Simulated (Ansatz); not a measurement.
Debugging a rigid scan of one bond angle of C2H5BO, SMILES BOC=C (Ansatz's Python interface).

The script, `c2h5bo_bend.py`:
```python
"""Energy of C2H5BO against one bond angle."""

import ansatz as az
from ase import Atoms


def main() -> None:
    atoms = Atoms(["B", "O", "C", "C", "H", "H", "H", "H", "H"], positions=[
        [-0.1932, 1.8388, -0.2705],
        [0.0945, 0.4765, -0.6316],
        [-0.0392, -0.5514, 0.2861],
        [0.3806, -1.783, -0.0537],
        [-0.1382, 2.724, -1.1162],
        [-0.6136, 2.179, 0.8034],
        [-0.3153, -0.3528, 1.316],
        [0.2654, -2.5815, 0.6624],
        [0.6475, -1.9958, -1.013],
    ])

    # relax first, so that the scan starts from a minimum
    first = (
        az.Crystal.molecule_from_ase(atoms).calculation()
        .functional("pbe0")
        .relax(force_tolerance=0.02, max_steps=30)  # relax until the tolerances are met
    )
    atoms.positions = first.run(threads=1, backend="cpu").report["positions_ang"]

    rows = []
    for angle in [85, 95, 105, 115, 125, 140, 160]:
        bent = atoms.copy()
        bent.set_angle(2, 1, 0, angle, indices=[0, 4, 5])
        model = az.Crystal.molecule_from_ase(bent).calculation()
        model = model.functional("pbe0")
        rows.append((angle, model.run(threads=1, backend="cpu").report["free_energy_ev"]))
    floor = min(e for _, e in rows)
    for angle, e in rows:
        print(f"angle C2-O1-B0 = {angle:3d} deg   {1000 * (e - floor):9.1f} meV")


if __name__ == "__main__":
    main()
```

```console
$ python c2h5bo_bend.py
Traceback (most recent call last):
  File "c2h5bo_bend.py", line 41, in <module>
    main()
    ~~~~^^
  File "c2h5bo_bend.py", line 26, in main
    atoms.positions = first.run(threads=1, backend="cpu").report["positions_ang"]
                      ~~~~~~~~~^^^^^^^^^^^^^^^^^^^^^^^^^^
  ...
ansatz.RefusalError: crystal.periodic: [false, false, false] — plane waves serve no molecule in free space; run it in a periodic box (the manual's SCF settings, § Molecules in a box). Leave crystal.periodic out and type crystal.lattice, kpoints, scf.occupations.method, an open shell's moments and, for an ion, output.charged_corrections. Or set basis.gaussian
$ echo $?
1
```
(Library frames cut from the traceback.)

Why does it end like this?

The fault: no basis is stated. The change:

```diff
--- before
+++ after
@@ -22,4 +22,5 @@
         az.Crystal.molecule_from_ase(atoms).calculation()
+        .basis(gaussian="6-31G*")  # the orbital basis, by name
         .functional("pbe0")
-        .relax(force_tolerance=0.02, max_steps=30)  # relax until the tolerances are met
+        .relax(force_tolerance=0.02, max_steps=80)  # relax until the tolerances are met
     )
@@ -32,2 +33,3 @@
         model = az.Crystal.molecule_from_ase(bent).calculation()
+        model = model.basis(gaussian="6-31G*")
         model = model.functional("pbe0")
```

The mended script runs so:

Output of `python c2h5bo_bend.py`:
```text
angle C2-O1-B0 =  85 deg      3503.4 meV
angle C2-O1-B0 =  95 deg      1313.5 meV
angle C2-O1-B0 = 105 deg       381.5 meV
angle C2-O1-B0 = 115 deg        45.2 meV
angle C2-O1-B0 = 125 deg         0.0 meV
angle C2-O1-B0 = 140 deg       178.6 meV
angle C2-O1-B0 = 160 deg       529.3 meV
```

The scan is rigid, and the energies are electronic, in a modest basis. The zero is the lowest point of the grid, which needn't be the minimum. It ran for 34 s on 1 thread of Intel(R) Xeon(R) Platinum 8259CL CPU @ 2.50GHz (Skylake/Cascade Lake) (shared host), peak memory 0.23 GiB.

(A comment or docstring line of the script was reworded after the run, the code is as it ran.)
